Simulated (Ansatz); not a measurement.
# CBF2 radical (SMILES [B]=C(F)F): one structure at several levels

One table from this session's results is given with a row withheld; the runs are named, their logs left out.

Method: single points in def2-TZVPP; program: Ansatz 0.2.0, Gaussian basis.

Cores are frozen in the correlated methods. Orbitals are unrestricted.

### Starting geometry

SMILES `[B]=C(F)F`, 4 atoms, charge 0, spin multiplicity 2.

Atoms are counted from 1 here; the program's logs count them from 0.

Bond lengths: B1–C2 1.327 Å, C2–F3 1.425 Å, C2–F4 1.349 Å. Angles: B1–C2–F3 132.8°, B1–C2–F4 128.0°, F3–C2–F4 98.5°.

Coordinates:

```xyz
4

B    -0.6716    0.3553    1.2552
C    -0.0523   -0.0488    0.1528
F     1.0583   -0.9126   -0.0722
F    -0.1851    0.4350   -1.0990
```

The first run:

Contents of run/in.yaml:

```yaml
crystal:
  periodic: [false, false, false]
  atoms:
    - {symbol: B, position_ang: [-0.671600, 0.355300, 1.255200]}
    - {symbol: C, position_ang: [-0.052300, -0.048800, 0.152800]}
    - {symbol: F, position_ang: [1.058300, -0.912600, -0.072200]}
    - {symbol: F, position_ang: [-0.185100, 0.435000, -1.099000]}
basis:
  gaussian: {orbitals: def2-TZVPP}
magnetization: {spin_polarized: true, initial_magnetization: 1}
correlation: {method: ccsd_t}
scf: {omitted_lower_state_checks: [cluster_reference]}
output: {forces: true}
```

No record of the launch command was kept for these runs.

Among the steps run: CCSD(T)/def2-TZVPP; PBE0-D4/def2-TZVPP; wB97M-V/def2-TZVPP; r2SCAN-D4/def2-TZVPP; PBE-D4/def2-TZVPP; r2SCANh-D4/def2-TZVPP; BHLYP-D4/def2-TZVPP.

One table of the session follows, with a row left open; its other results are not shown here.

| method | RMS force component (eV/Å) | angle to CCSD(T) forces (°) | dipole (D) |
| --- | --- | --- | --- |
| CCSD(T) | 3.214 | reference | 2.17 |
| PBE0-D4 | ? | ? | ? |
| wB97M-V | 2.958 | 2.4 | 2.21 |
| r2SCAN-D4 | 3.039 | 0.7 | 1.92 |
| PBE-D4 | 2.999 | 3.9 | 1.69 |
| r2SCANh-D4 | 3.090 | 2.5 | 2.06 |
| BHLYP-D4 | 3.093 | 7.8 | 2.50 |

**Question.** Estimate the row for PBE0-D4.

**Answer.** RMS force component (eV/Å): 3.127; angle to CCSD(T) forces (°): 3.5; dipole (D): 2.11. In the column «RMS force component (eV/Å)» it lies between BHLYP-D4 (3.093) and CCSD(T) (3.214).

Caveats from the session: The unrestricted reference is spin-contaminated, which hurts MP2 most.
